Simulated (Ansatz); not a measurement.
# F2H6N2OSi2: a ladder of functionals and wavefunction methods

One table from this session's results is given with a row withheld; the runs are named, their logs left out.

Method: functionals in def2-TZVPP, the program's frozen cores in correlated methods; program: Ansatz 0.2.0, Gaussian basis.

Levels to be run: PBE-D4, r2SCAN-D4, PBE0-D4, B3LYP-D4, ωB97X-V, ωB97M-V, B2PLYP; CCSD(T)/def2-TZVPP; MP2/def2-QZVPP; extrapolation to the limit.

## The geometry

All runs share one geometry, relaxed beforehand with PBE0-D4 in a triple-zeta def2 set.

SMILES `N[SiH2]O[Si](N)(F)F`, 13 atoms, charge 0, spin multiplicity 1.

Atoms are counted from 1 here; the program's logs count them from 0.

Bond lengths: N1–Si2 1.717 Å, N1–H8 1.007 Å, N1–H9 1.007 Å, Si2–O3 1.638 Å, Si2–H10 1.481 Å, Si2–H11 1.481 Å, O3–Si4 1.608 Å, Si4–N5 1.676 Å, Si4–F6 1.584 Å, Si4–F7 1.584 Å, N5–H12 1.008 Å, N5–H13 1.003 Å. Angles: Si2–N1–H8 120.3°, Si2–N1–H9 120.7°, H8–N1–H9 111.4°, N1–Si2–O3 112.0°, N1–Si2–H10 108.5°, N1–Si2–H11 109.4°, O3–Si2–H10 107.6°, O3–Si2–H11 106.7°, H10–Si2–H11 112.7°, Si2–O3–Si4 144.3°, O3–Si4–N5 109.7°, O3–Si4–F6 109.5°, O3–Si4–F7 109.1°, N5–Si4–F6 112.2°, N5–Si4–F7 112.8°, F6–Si4–F7 103.3°, Si4–N5–H12 119.2°, Si4–N5–H13 125.7° and more.

The first run:

Input file in.yaml:

```yaml
crystal:
  periodic: [false, false, false]
  atoms:
    - {symbol: N, position_ang: [-0.757780, 0.414207, -1.701717]}
    - {symbol: Si, position_ang: [-0.611251, 1.502146, -0.381226]}
    - {symbol: O, position_ang: [0.022125, 0.775820, 0.943361]}
    - {symbol: Si, position_ang: [0.687590, -0.579406, 1.496047]}
    - {symbol: N, position_ang: [0.718620, -1.731301, 0.279265]}
    - {symbol: F, position_ang: [2.133260, -0.265928, 2.062101]}
    - {symbol: F, position_ang: [-0.107867, -1.061549, 2.778504]}
    - {symbol: H, position_ang: [-0.160349, 0.508705, -2.506505]}
    - {symbol: H, position_ang: [-1.653311, 0.028923, -1.953131]}
    - {symbol: H, position_ang: [0.306362, 2.596221, -0.773735]}
    - {symbol: H, position_ang: [-1.953756, 1.994058, 0.003379]}
    - {symbol: H, position_ang: [0.301905, -1.516568, -0.612694]}
    - {symbol: H, position_ang: [1.074452, -2.665338, 0.366340]}
basis:
  gaussian: {orbitals: def2-TZVPP}
hamiltonian: {xc: pbe, dispersion: d4}
output: {forces: true, orbitals: {seedname: orbitals}}
```

The run is started by

```console
> ansatz run in.yaml --threads 2 --pin off --events-out ev --progress --plain --max-ram 32768MiB --backend cuda --devices 0, --max-vram 18GiB
```

Steps of the session up to this table: PBE-D4 (GGA); r2SCAN-D4 (meta-GGA); PBE0-D4 (hybrid); B3LYP-D4 (hybrid); ωB97X-V (range-separated); ωB97M-V (range-separated); B2PLYP (double hybrid); CCSD(T) in def2-TZVPP; MP2 in def2-QZVPP.

One table of the session follows, with a row left open; its other results are not shown here.

It belongs to the step «Atomisation energies». 

```
            method  atomisation energy (kcal/mol)
            PBE-D4                         1235.7
         r2SCAN-D4                         1222.1
           PBE0-D4                         1210.7
          B3LYP-D4                         1224.1
           ωB97X-V                         1231.9
           ωB97M-V                         1231.6
            B2PLYP                         1213.4
     HF/def2-TZVPP                          876.4
    MP2/def2-TZVPP                         1221.6
   CCSD/def2-TZVPP                              ?
CCSD(T)/def2-TZVPP                         1190.7
           MP2/CBS                         1263.8
       CCSD(T)/CBS                         1232.9
```

**Question.** Estimate the row for CCSD/def2-TZVPP.

As computed: atomisation energy (kcal/mol): 1173.2. In the column «atomisation energy (kcal/mol)» it lies between HF/def2-TZVPP (876.4) and CCSD(T)/def2-TZVPP (1190.7).

To keep in mind: Free atoms (2 N, 2 Si, 1 O, 2 F, 6 H) were run apart at each level; the atomisation energy is their sum less the molecule, without zero-point or spin-orbit terms.
